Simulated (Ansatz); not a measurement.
# CH₄AlNS: how energies converge with the basis set

Aim: see how fast density functionals converge with the basis set for CH₄AlNS.

Program: Ansatz 0.2.0, Gaussian basis. Level of theory: one geometry, several basis sets. These are calculated values, not measurements.

Levels to be run: PBE0-D4/def2-SVP; ωB97M-V/def2-SVP; PBE0-D4/def2-QZVPP; ωB97M-V/def2-QZVPP; the functionals' def2-TZVPP values are taken from earlier runs.

**1. Structure used throughout**

All runs share one geometry, relaxed beforehand with PBE0-D4 in a triple-zeta def2 set.

8 atoms, charge 0, spin multiplicity 1.

Atoms are counted from 1 here; the program's logs count them from 0.

Bond lengths: C1–N2 1.452 Å, C1–S4 1.854 Å, C1–H5 1.095 Å, C1–H6 1.095 Å, N2–Al3 1.765 Å, N2–H7 1.005 Å, Al3–S4 2.174 Å, Al3–H8 1.573 Å. Angles: N2–C1–S4 104.8°, N2–C1–H5 113.4°, N2–C1–H6 113.4°, S4–C1–H5 107.8°, S4–C1–H6 107.8°, H5–C1–H6 109.2°, C1–N2–Al3 98.1°, C1–N2–H7 116.9°, Al3–N2–H7 145.0°, N2–Al3–S4 83.1°, N2–Al3–H8 136.7°, S4–Al3–H8 140.2°, C1–S4–Al3 74.0°.

Geometry (Å):

```mol
CH4AlNS
  3D, bonds by distance, orders not assigned

  8  8  0  0  0  0  0  0  0  0999 V2000
   -0.3840    0.8219   -0.4015 C   0  0
    0.7292    0.2480    0.3337 N   0  0
    0.1620   -1.4227    0.3774 Al  0  0
   -1.5232   -0.6040   -0.7248 S   0  0
   -0.0951    1.2448   -1.3688 H   0  0
   -0.9412    1.5723    0.1681 H   0  0
    1.4663    0.8745    0.6060 H   0  0
    0.6782   -2.7919    0.9540 H   0  0
  1  2  8  0
  2  3  8  0
  3  4  8  0
  1  5  8  0
  1  6  8  0
  2  7  8  0
  3  8  8  0
  1  4  8  0
M  END
```

**2. PBE0-D4 in def2-SVP**

in.yaml

```yaml
crystal:
  periodic: [false, false, false]
  atoms:
    - {symbol: C, position_ang: [-0.383955, 0.821905, -0.401474]}
    - {symbol: N, position_ang: [0.729221, 0.248037, 0.333689]}
    - {symbol: Al, position_ang: [0.161955, -1.422750, 0.377389]}
    - {symbol: S, position_ang: [-1.523219, -0.603991, -0.724755]}
    - {symbol: H, position_ang: [-0.095074, 1.244771, -1.368836]}
    - {symbol: H, position_ang: [-0.941203, 1.572350, 0.168052]}
    - {symbol: H, position_ang: [1.466305, 0.874530, 0.606017]}
    - {symbol: H, position_ang: [0.678172, -2.791852, 0.954016]}
basis:
  gaussian: {orbitals: def2-SVP}
hamiltonian: {xc: pbe0, dispersion: d4}
output: {orbitals: {seedname: orbitals}}
```

After this run come: ωB97M-V in def2-SVP; PBE0-D4 in def2-QZVPP; ωB97M-V in def2-QZVPP.

Q: Predict the results of all the runs planned. Wanted: PBE0-D4: double and triple zeta above quadruple; ωB97M-V: double and triple zeta above quadruple.

As calculated:

| quantity | value |
| --- | --- |
| PBE0-D4: double and triple zeta above quadruple | 9.76, 0.69 eV |
| ωB97M-V: double and triple zeta above quadruple | 9.81, 0.66 eV |

What this shows: PBE0-D4 gains 9.07 eV from double to triple zeta, then 0.69 eV more. Total energies overstate the basis error of differences, where much of it tends to cancel. The LUMO of ωB97M-V is positive and keeps falling with the basis (1.41 to 0.73 eV): an unbound level that the basis holds in place.
